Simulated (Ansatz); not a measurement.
# Si₄GeH₁₂: taking an electron away

Aim: the vertical ionisation energy of Si₄GeH₁₂, as cation minus neutral at the neutral's geometry, on several levels, and how well −ε(HOMO) stands in for it.

Computed with Ansatz 0.2.0, Gaussian basis. Level: unrestricted cation, the program's frozen cores in correlated methods.

Levels to be run: UKS PBE-D4/def2-TZVPP; UKS r2SCAN-D4/def2-TZVPP; UKS PBE0-D4/def2-TZVPP; UKS B3LYP-D4/def2-TZVPP; UKS wB97X-V/def2-TZVPP; UKS wB97M-V/def2-TZVPP; UKS B2PLYP/def2-TZVPP; UHF-CCSD(T)/def2-TZVPP; UHF-MP2/def2-QZVPP; extrapolation to the limit; then −ε(HOMO) from the neutral's earlier runs with LDA (SPW92), PBE-D4, revPBE-D4, BLYP-D4, r2SCAN-D4, B97M-V, PBE0-D4, B3LYP-D4, r2SCANh-D4, r2SCAN0-D4, HSE06-D4, BHLYP-D4, CAM-B3LYP-D4, LC-ωPBE, ωB97X-V, ωB97M-V.

## (1) The geometry

All runs share one geometry, relaxed beforehand with PBE0-D4/def2-TZVP.

SMILES `[SiH3][SiH2][GeH2][SiH2][SiH3]`, 17 atoms, charge 0, spin multiplicity 1.

Atoms are counted from 1 here; the program's logs count them from 0.

Bond lengths: Si1–Si2 2.337 Å, Si1–H6 1.488 Å, Si1–H7 1.488 Å, Si1–H8 1.488 Å, Si2–Ge3 2.382 Å, Si2–H9 1.490 Å, Si2–H10 1.490 Å, Ge3–Si4 2.382 Å, Ge3–H11 1.540 Å, Ge3–H12 1.540 Å, Si4–Si5 2.337 Å, Si4–H13 1.490 Å, Si4–H14 1.490 Å, Si5–H15 1.488 Å, Si5–H16 1.488 Å, Si5–H17 1.488 Å. Angles: Si2–Si1–H6 109.8°, Si2–Si1–H7 111.6°, Si2–Si1–H8 109.4°, H6–Si1–H7 108.8°, H6–Si1–H8 108.4°, H7–Si1–H8 108.7°, Si1–Si2–Ge3 109.3°, Si1–Si2–H9 110.4°, Si1–Si2–H10 109.5°, Ge3–Si2–H9 110.7°, Ge3–Si2–H10 108.7°, H9–Si2–H10 108.3°, Si2–Ge3–Si4 109.0°, Si2–Ge3–H11 110.2°, Si2–Ge3–H12 109.7°, Si4–Ge3–H11 109.8°, Si4–Ge3–H12 110.2°, H11–Ge3–H12 107.9° and more.

## (2) Cation, UKS PBE-D4/def2-TZVPP

Input file in.yaml:

```yaml
crystal:
  periodic: [false, false, false]
  atoms:
    - {symbol: Si, position_ang: [0.418077, -2.409290, 1.064819]}
    - {symbol: Si, position_ang: [1.813482, -0.587377, 0.625256]}
    - {symbol: Ge, position_ang: [1.162884, 0.424839, -1.430778]}
    - {symbol: Si, position_ang: [-1.186988, 0.814756, -1.394005]}
    - {symbol: Si, position_ang: [-1.757872, 1.921682, 0.582939]}
    - {symbol: H, position_ang: [0.512475, -3.395069, -0.045611]}
    - {symbol: H, position_ang: [0.783674, -3.085386, 2.338451]}
    - {symbol: H, position_ang: [-0.991182, -1.941099, 1.159727]}
    - {symbol: H, position_ang: [3.236075, -1.025476, 0.569095]}
    - {symbol: H, position_ang: [1.676635, 0.418180, 1.715776]}
    - {symbol: H, position_ang: [1.909110, 1.757969, -1.627725]}
    - {symbol: H, position_ang: [1.529341, -0.502287, -2.605155]}
    - {symbol: H, position_ang: [-1.887312, -0.498990, -1.447591]}
    - {symbol: H, position_ang: [-1.606417, 1.616604, -2.577194]}
    - {symbol: H, position_ang: [-1.358316, 1.088512, 1.749248]}
    - {symbol: H, position_ang: [-3.220109, 2.183499, 0.661493]}
    - {symbol: H, position_ang: [-1.033558, 3.218944, 0.661265]}
basis:
  gaussian: {orbitals: def2-TZVPP}
total_charge: 1
magnetization: {spin_polarized: true, initial_magnetization: 1}
hamiltonian: {xc: pbe, dispersion: d4}
```

Further steps of the session: Cation, UKS r2SCAN-D4/def2-TZVPP; Cation, UKS PBE0-D4/def2-TZVPP; Cation, UKS B3LYP-D4/def2-TZVPP; Cation, UKS wB97X-V/def2-TZVPP; Cation, UKS wB97M-V/def2-TZVPP; Cation, UKS B2PLYP (frozen core)/def2-TZVPP; Cation, UHF-CCSD(T)/def2-TZVPP; Cation, UHF-MP2/def2-QZVPP.

**Question.** What will the summary of the whole plan be? Wanted: ionisation energy, CCSD(T)/CBS; nearest functional by difference; nearest −ε(HOMO); −ε(HOMO) of PBE; T1 of the cation.

**Answer**, as computed:

| quantity | value |
| --- | --- |
| ionisation energy, CCSD(T)/CBS | 9.63 eV |
| nearest functional by difference | ωB97X-V (-0.06 eV) |
| nearest −ε(HOMO) | ωB97M-V (+0.09 eV) |
| −ε(HOMO) of PBE | 6.78 eV |
| T1 of the cation | 0.018 |

**Reading.** Energy differences with functionals land within 0.50 eV of the reference. −ε(HOMO) of PBE misses by 2.9 eV, since self-interaction lifts the level. Among orbital estimates ωB97M-V comes nearest. Hartree-Fock falls 0.79 eV short, as the neutral has more correlation energy than the cation. The cation may have settled in a state other than its lowest; no search over hole states beyond the program's own was made. Correlated methods include outer-core shells of Ge, which these sets cover unevenly. With outer-core shells in play the last digit of the reference is unsure.
